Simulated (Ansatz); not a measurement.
# Al3NiSn: the cost of one run

Method: DFT PBE, scalar-relativistic, plane waves, PAW, in Ansatz 0.2.0.

1 further run of the same task is left out (set aside as unsound or not needed).

## 1. Starting point

Symmetry: Pm-3m, No. 221, cubic system. The conventional cell has a = 4.587 Å, b = 4.587 Å, c = 4.587 Å, α = 90.00°, β = 90.00°, γ = 90.00°. Al (site symmetry 4/mmm) is surrounded by 2 Ni at 2.29 Å. Around Ni (site symmetry m-3m) lie 6 Al at 2.29 Å. Sn (site symmetry m-3m) has 12 Al at 3.24 Å as nearest neighbours.

As a file:

```
CELL_PARAMETERS angstrom
4.58713 0.00000 0.00000
0.00000 4.58713 0.00000
0.00000 0.00000 4.58713
ATOMIC_POSITIONS crystal
Al 0.50000 0.00000 0.00000
Al 0.00000 0.50000 0.00000
Al 0.00000 0.00000 0.50000
Ni 0.00000 0.00000 0.00000
Sn 0.50000 0.50000 0.50000
```

The cell was relaxed beforehand at this level, from a database cell with other species swapped in; it is a trial structure. At a tolerance of 0.05 Å it has space group Pm-3m (No. 221); it has 19.30 Å³/atom, an uncorrected energy of -0.01 eV/atom over the elements.

## 2. Electronic structure at the relaxed geometry

input.yaml reads:

```yaml
crystal:
  lattice:
    - [4.587131966, 0.0, 0.0]
    - [0.0, 4.587131966, 0.0]
    - [0.0, 0.0, 4.587131966]
  atoms:
    - { symbol: Al, position: [0.5, 0.0, 0.0] }
    - { symbol: Al, position: [0.0, 0.5, 0.0] }
    - { symbol: Al, position: [0.0, 0.0, 0.5] }
    - { symbol: Ni, position: [0.0, 0.0, 0.0] }
    - { symbol: Sn, position: [0.5, 0.5, 0.5] }
basis:
  ecutwfc: 420
kpoints:
  mp_grid: { grid: [8, 8, 8] }
  band_path:
    path:
      - [[0.0, 0.0, 0.0], [0.0, 0.5, 0.0], [0.5, 0.5, 0.0], [0.0, 0.0, 0.0], [0.5, 0.5, 0.5], [0.0, 0.5, 0.0]]
      - [[0.5, 0.5, 0.5], [0.5, 0.5, 0.0]]
    npoints: 14
hamiltonian:
  xc: pbe
scf:
  occupations: { method: gaussian, width: 0.1 }
  n_extra_bands: 12
output:
  forces: true
  stress: true
  eigenvalues: true
  populations: true
  dos: { projected: true, de: 0.02, nscf_kmesh: { grid: [10, 10, 10] } }
  bader: true
  write_density: true
  write_potential: true
  elf: true
  volumetric_format: npy
```

Started as:

```
$ ansatz run input.yaml --threads 1 --pin off --max-ram 2048MiB --backend cpu --events-out ev --progress --plain --runs-dir out
```

What time and memory should one allow on 1 thread of Intel Xeon Platinum 8488C (Sapphire Rapids), shared host?

About 1.7 min, with a peak of 0.51 GiB.
